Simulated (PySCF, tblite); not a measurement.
# C6H6FNO: geometry, infrared bands and NMR shifts

Aim: predict the infrared bands and NMR shifts of C6H6FNO (`N#C[C@@H]1C=C(F)OCC1`).

The runs use tblite 0.8.0 and PySCF 2.14.0, with density-fitted response routines of our own; the level of theory stands in each step. All values are computed, except where a source is named. Atoms are numbered from 0 throughout.

### Step 1. The starting structure

15 atoms, charge 0, multiplicity 1; geometry from: force field or distance geometry start.

Bonds of the start (Å): N0–C1 1.15, C1–C2 1.44, C2–C3 1.50, C3–C4 1.34, C4–F5 1.35, C4–O6 1.38, O6–C7 1.43, C7–C8 1.50, C8–C2 1.53, C2–H9 1.10, C3–H10 1.07, C7–H11 1.10, C7–H12 1.13, C8–H13 1.11, C8–H14 1.10.

### Step 2. Relaxing the molecule with GFN2-xTB

Job settings and geometry (Å):

```
{"job": {"kind": "relax", "xc": "GFN2-xTB", "basis": "xTB"}, "charge": 0, "multiplicity": 1}
N     -0.855600    -1.461300     2.249500
C     -0.644300    -1.252700     1.142600
C     -0.336500    -1.024500    -0.245400
C      1.142500    -0.849400    -0.409100
C      1.668100     0.288400     0.071300
F      2.996100     0.501900    -0.043300
O      0.855200     1.253000     0.642500
C     -0.526500     1.358700     0.301200
C     -0.922500     0.309500    -0.697600
H     -0.701800    -1.839600    -0.893000
H      1.762100    -1.606100    -0.853800
H     -0.670200     2.351800    -0.139100
H     -1.129300     1.229800     1.253400
H     -2.025200     0.180500    -0.682500
H     -0.616500     0.567900    -1.718700
```

On the command line:

```sh
$ OMP_NUM_THREADS=1 python probes_run.py task.json out
```

One launch serves the whole session: the jobs run in the order shown.

**Question.** This job is followed by: GFN2-xTB harmonic vibrations, gas phase; GIAO PBE0/pcSseg-1 NMR shielding, non-relativistic, gas phase. What will the session give for the following? strongest single infrared mode (GFN2-xTB); zero-point energy (GFN2-xTB); 13C shifts against TMS (PBE0/pcSseg-1); 1H shifts against TMS (PBE0/pcSseg-1); 15N shifts against NH3 (PBE0/pcSseg-1); 19F shifts against CFCl3 (PBE0/pcSseg-1); 17O shifts against H2O (PBE0/pcSseg-1); surface potential, 1st and 99th percentile.

The runs gave:

| quantity | value |
| --- | --- |
| strongest single infrared mode (GFN2-xTB) | 1748 cm⁻¹, 277 km/mol |
| zero-point energy (GFN2-xTB) | 69.0 kcal/mol |
| 13C shifts against TMS (PBE0/pcSseg-1) | 172.6, 125.3, 74.7, 67.2, 28.6, 22.7 ppm |
| 1H shifts against TMS (PBE0/pcSseg-1) | 4.61, 4.56, 4.46, 3.09, 1.93, 1.75 ppm |
| 15N shifts against NH3 (PBE0/pcSseg-1) | 300.3 ppm |
| 19F shifts against CFCl3 (PBE0/pcSseg-1) | -81.3 ppm |
| 17O shifts against H2O (PBE0/pcSseg-1) | 130.2 ppm |
| surface potential, 1st and 99th percentile | -1.71 V and 1.39 V |

**Reading.** The optimisation took 51 steps and gained 0.502 eV; among the close pairs (by a distance rule), C4–O6 changed most, from 1.385 to 1.341 Å. No mode is imaginary among the 39: a minimum at this level. The strongest single mode, at 1748 cm⁻¹, moves mainly C4 and C3. Unscaled tight-binding wavenumbers are off by several per cent, some by more. Its intensities can rank the bands wrongly. The most deshielded carbon is C4 (alkene carbon bearing oxygen), at 172.6 ppm: an sp2 carbon further deshielded by the attached heteroatom. At PBE0/pcSseg-1: The widest tensor belongs to N0: span 480 ppm, with a paramagnetic part of -373 ppm.
